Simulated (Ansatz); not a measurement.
A nudged elastic band was laid between two geometries of a periodic cell of 17 atoms, Si (host Si, host structure diamond, interstitial Si).

All numbers below come from Ansatz 0.2.0, DFT PBE, scalar-relativistic, plane waves, PAW. Settings: PAW set soft_1, cutoff 420 eV, k mesh 2x2x2, gaussian smearing 0.05 eV, no spin polarisation.

```yaml
movable_images: 5
climbing_image: yes
spring: 2.0 to 10.0 eV/Å², energy-weighted
optimiser: lbfgs
start_path: straight line
force_threshold: 0.05 eV/Å
iteration_limit: 80
end_points: relaxed
```

Initial state:

```xyz
17
Lattice="0.0000 5.4300 5.4300 5.4300 0.0000 5.4300 5.4300 5.4300 0.0000" Properties=species:S:1:pos:R:3
Si 0.022 -0.024 -0.023
Si 1.390 1.357 1.357
Si 2.710 2.719 -0.004
Si 4.071 4.038 1.359
Si 2.711 -0.004 2.719
Si 4.073 1.358 4.040
Si 5.435 2.720 2.721
Si 6.788 4.073 4.072
Si 0.020 2.735 2.736
Si 1.353 4.068 4.073
Si 2.688 5.403 2.741
Si 4.070 6.785 4.106
Si 2.691 2.737 5.407
Si 4.072 4.105 6.787
Si 5.434 5.425 5.426
Si 6.753 6.786 6.789
Si 9.498 6.783 6.789
```

Final state:

Only the atoms that move by more than 0.05 Å are listed.
```
Si17 8.144 8.136 8.143
```

Q: Which bonds break or form, and what moves?

A: Contacts lost: Si1–Si17. Contacts made: Si8–Si17. The atom that moves furthest is Si17, by 2.34 Å; four of its nearest neighbours are Si9 2.39, Si13 2.39, Si1 2.39, Si11 2.39 Å at the first end and Si16 2.39, Si12 2.39, Si8 2.39, Si14 2.39 Å at the last.

Q: Give the energies along the band, and the barrier.

A: The forces met the threshold. The highest image is number 3 of 0 to 6, 0.31 eV above the ends, which have the same energy within 2 meV. By the program's own check the climbing image is a first-order saddle point (lowest curvatures found: -0.26 and 0.63 eV/Å²). Limits of this set-up: coarse k mesh, a small cell, in which the defect meets its images.

| image | path coordinate (Å) | energy (eV) | Si1–Si17 (Å) | Si8–Si17 (Å) |
| --- | --- | --- | --- | --- |
| 0 | 0.00 | 0.00 | 2.39 | 4.70 |
| 1 | 0.71 | 0.18 | 2.48 | 4.11 |
| 2 | 1.20 | 0.29 | 2.70 | 3.64 |
| 3 | 1.67 | 0.31 | 3.15 | 3.15 |
| 4 | 2.13 | 0.29 | 3.64 | 2.70 |
| 5 | 2.62 | 0.18 | 4.11 | 2.48 |
| 6 | 3.32 | 0.00 | 4.70 | 2.39 |

Q: What is the geometry of the highest image?

A: 
```xyz
17
Lattice="0.0000 5.4300 5.4300 5.4300 0.0000 5.4300 5.4300 5.4300 0.0000" Properties=species:S:1:pos:R:3
Si -0.221 0.216 0.219
Si 1.378 1.421 1.424
Si 2.781 2.645 0.021
Si 4.005 4.048 1.424
Si 2.781 0.018 2.648
Si 4.004 1.421 4.051
Si 5.407 2.645 2.648
Si 7.006 3.849 3.852
Si 0.103 2.802 2.805
Si 1.152 4.274 4.277
Si 2.624 5.323 2.805
Si 4.162 6.694 4.176
Si 2.624 2.802 5.326
Si 4.162 4.173 6.697
Si 5.634 5.222 5.225
Si 6.683 6.694 6.697
Si 8.823 7.464 7.466
```

Run time: 12 min on 1 thread of Arm Neoverse V2, with other jobs on the host, peak memory 0.84 GiB.
